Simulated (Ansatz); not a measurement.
**C10H11FOZr: up Jacob's ladder to CCSD(T)**

An exercise on one series of results from a longer session: the logs are not shown, and one member is left open.

Program: Ansatz 0.2.0, Gaussian basis. Level of theory: functionals in def2-TZVPP, the program's frozen cores in correlated methods. These are calculated values, not measurements.

Levels to be run: LDA (SPW92), PBE-D4, revPBE-D4, BLYP-D4, r2SCAN-D4, B97M-V, PBE0-D4, B3LYP-D4, r2SCANh-D4, r2SCAN0-D4, HSE06-D4, BHLYP-D4, CAM-B3LYP-D4, LC-ωPBE, ωB97X-V, ωB97M-V, B2PLYP, PBE-QIDH; CCSD(T)/def2-SVP; CCSD(T)/def2-TZVPP; MP2/def2-QZVPP; extrapolation to the limit; RPA on PBE.

## The geometry

The geometry comes from an earlier relaxation with PBE0-D4 in a triple-zeta def2 set; it is a stationary point, not always the lowest conformer. Zr takes the def2 core potential; no spin-orbit term is included.

24 atoms, charge 0, spin multiplicity 1.

Atoms are counted from 1 here; the program's logs count them from 0.

Bond lengths: O1–Zr2 1.980 Å, O1–H14 0.956 Å, Zr2–F3 1.949 Å, Zr2–C4 2.532 Å, Zr2–C5 2.538 Å, Zr2–C6 2.544 Å, Zr2–C7 2.543 Å, Zr2–C8 2.553 Å, Zr2–C9 2.556 Å, Zr2–C10 2.553 Å, Zr2–C11 2.547 Å, Zr2–C12 2.530 Å, Zr2–C13 2.523 Å, C4–C5 1.418 Å, C4–C8 1.408 Å, C4–H15 1.080 Å, C5–C6 1.405 Å, C5–H16 1.080 Å and more. Angles: Zr2–O1–H14 126.0°, O1–Zr2–F3 102.5°, O1–Zr2–C4 97.8°, O1–Zr2–C5 128.6°, O1–Zr2–C6 123.7°, O1–Zr2–C7 91.5°, O1–Zr2–C8 76.8°, O1–Zr2–C9 115.2°, O1–Zr2–C10 85.2°, O1–Zr2–C11 83.3°, O1–Zr2–C12 112.0°, O1–Zr2–C13 135.6°, F3–Zr2–C4 133.4°, F3–Zr2–C5 108.6°, F3–Zr2–C6 80.6°, F3–Zr2–C7 84.3°, F3–Zr2–C8 115.1°, F3–Zr2–C9 76.9° and more.

Set-up of the first run:

The input, in.yaml:

```yaml
crystal:
  periodic: [false, false, false]
  atoms:
    - {symbol: O, position_ang: [0.276842, -2.125719, -1.030710]}
    - {symbol: Zr, position_ang: [0.150321, -0.576424, 0.196035]}
    - {symbol: F, position_ang: [0.659457, -1.353799, 1.909386]}
    - {symbol: C, position_ang: [-2.009520, 0.394756, -0.699772]}
    - {symbol: C, position_ang: [-1.809640, 0.992615, 0.570231]}
    - {symbol: C, position_ang: [-1.931149, -0.011950, 1.545172]}
    - {symbol: C, position_ang: [-2.208019, -1.230483, 0.885166]}
    - {symbol: C, position_ang: [-2.275118, -0.972589, -0.495678]}
    - {symbol: C, position_ang: [2.369524, 0.579179, 0.719032]}
    - {symbol: C, position_ang: [2.563615, -0.106379, -0.492609]}
    - {symbol: C, position_ang: [1.743961, 0.498756, -1.474488]}
    - {symbol: C, position_ang: [1.034191, 1.544784, -0.862012]}
    - {symbol: C, position_ang: [1.410934, 1.586879, 0.504137]}
    - {symbol: H, position_ang: [1.064113, -2.417794, -1.487954]}
    - {symbol: H, position_ang: [-1.985130, 0.900948, -1.653692]}
    - {symbol: H, position_ang: [-1.602440, 2.036136, 0.754856]}
    - {symbol: H, position_ang: [-1.789702, 0.111569, 2.608550]}
    - {symbol: H, position_ang: [-2.312482, -2.195743, 1.357638]}
    - {symbol: H, position_ang: [-2.419882, -1.710545, -1.269054]}
    - {symbol: H, position_ang: [2.816783, 0.324742, 1.667559]}
    - {symbol: H, position_ang: [3.220447, -0.950984, -0.641797]}
    - {symbol: H, position_ang: [1.659931, 0.197540, -2.508277]}
    - {symbol: H, position_ang: [0.329624, 2.203234, -1.346942]}
    - {symbol: H, position_ang: [1.043328, 2.281269, 1.245231]}
basis:
  gaussian: {orbitals: def2-TZVPP}
hamiltonian: {xc: lda}
output: {orbitals: {seedname: orbitals}}
```

Launch:

```bash
ansatz run in.yaml --threads 11 --pin off --events-out ev --progress --plain --max-ram 174080MiB --backend cuda --devices 0, --max-vram 75GiB
```

Among the steps run: LDA; PBE-D4 (GGA); revPBE-D4 (GGA); BLYP-D4 (GGA); r2SCAN-D4 (meta-GGA); B97M-V (meta-GGA); PBE0-D4 (hybrid); B3LYP-D4 (hybrid); r2SCANh-D4 (hybrid); r2SCAN0-D4 (hybrid); HSE06-D4 (hybrid); BHLYP-D4 (hybrid); CAM-B3LYP-D4 (range-separated); LC-ωPBE (range-separated); ωB97X-V (range-separated); ωB97M-V (range-separated); B2PLYP (double hybrid); PBE-QIDH (double hybrid).

One of the session's tables, all rows but one given; the rest of the session is left out.

It belongs to the step «Orbital energies across the functionals». 

```
  functional  HOMO (eV)  gap (eV)
 LDA (SPW92)      -5.98      4.26
      PBE-D4          ?         ?
   revPBE-D4      -5.69      4.36
     BLYP-D4      -5.59      4.27
   r2SCAN-D4      -5.95      4.67
      B97M-V      -5.98      4.73
     PBE0-D4      -6.79      6.25
    B3LYP-D4      -6.57      5.81
  r2SCANh-D4      -6.34      5.39
  r2SCAN0-D4      -6.92      6.47
    HSE06-D4      -6.40      5.48
    BHLYP-D4      -7.62      8.10
CAM-B3LYP-D4      -7.98      8.52
     LC-ωPBE      -9.24     10.89
     ωB97X-V      -8.91     10.48
     ωB97M-V      -8.83      9.90
```

Estimate the missing values for PBE-D4.

As computed: HOMO (eV): -5.77; gap (eV): 4.33. In the column «HOMO (eV)» it lies between r2SCAN-D4 (-5.95) and revPBE-D4 (-5.69).
